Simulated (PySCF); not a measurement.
# The bond of LaS, level by level

The task here is to estimate one member of a computed series from the others.

Program: PySCF 2.14.0. Level of theory: La x2c-SVPall, S x2c-SVPall, spin-free X2C with a Gaussian nucleus. These are calculated values, not measurements.

Set-up of the first run:

The job is set up so:

| Quantity | Value |
| --- | --- |
| atoms | La, S |
| charge | 0 |
| basis | La x2c-SVPall, S x2c-SVPall |
| Hamiltonian | spin-free X2C with a Gaussian nucleus |
| basis functions | 84 |
| electrons treated | 73 |
| masses in u | 138.9063, 31.9721 |
| levels | PBE0, PBE, r²SCAN, revPBE, B2PLYP, HF, MP2, SCS-MP2, CCSD, CCSD(T) |
| grid | 80 radial by 434 angular points |
| occupations | held fixed by the projection of orbital angular momentum |
| dissociation limit | La + S, each in its ground configuration |
| starting distance in angstrom | 2.374 |
| values of 2S to try | 1, 3 |

Launch:

```bash
> OMP_NUM_THREADS=2 python dia.py task.json out
```

Steps of the session up to this table: Set-up; The PBE0 curve of the state that the search chose; PBE; r²SCAN (meta-GGA); revPBE; B2PLYP; UHF; Correlated methods on the Hartree–Fock reference.

One table of the session follows, with a row left open; its other results are not shown here.

Differences from CCSD(T) in the same basis:

| level | Re (mÅ) | ωe (%) |
| --- | --- | --- |
| UHF | ? | ? |
| UHF-MP2 | -17 | +3.7 |
| UHF-SCS-MP2 | -11 | +3.3 |
| UHF-CCSD | -13 | +4.1 |
| PBE | -20 | -0.6 |
| revPBE | -13 | -1.5 |
| r²SCAN | -18 | +1.0 |
| PBE0 | -33 | +3.6 |
| B2PLYP | -7 | -0.2 |

Q: Estimate the row for UHF from the others.

As computed: Re (mÅ): +1; ωe (%): +4.9. In the column «Re (mÅ)» it is the highest.
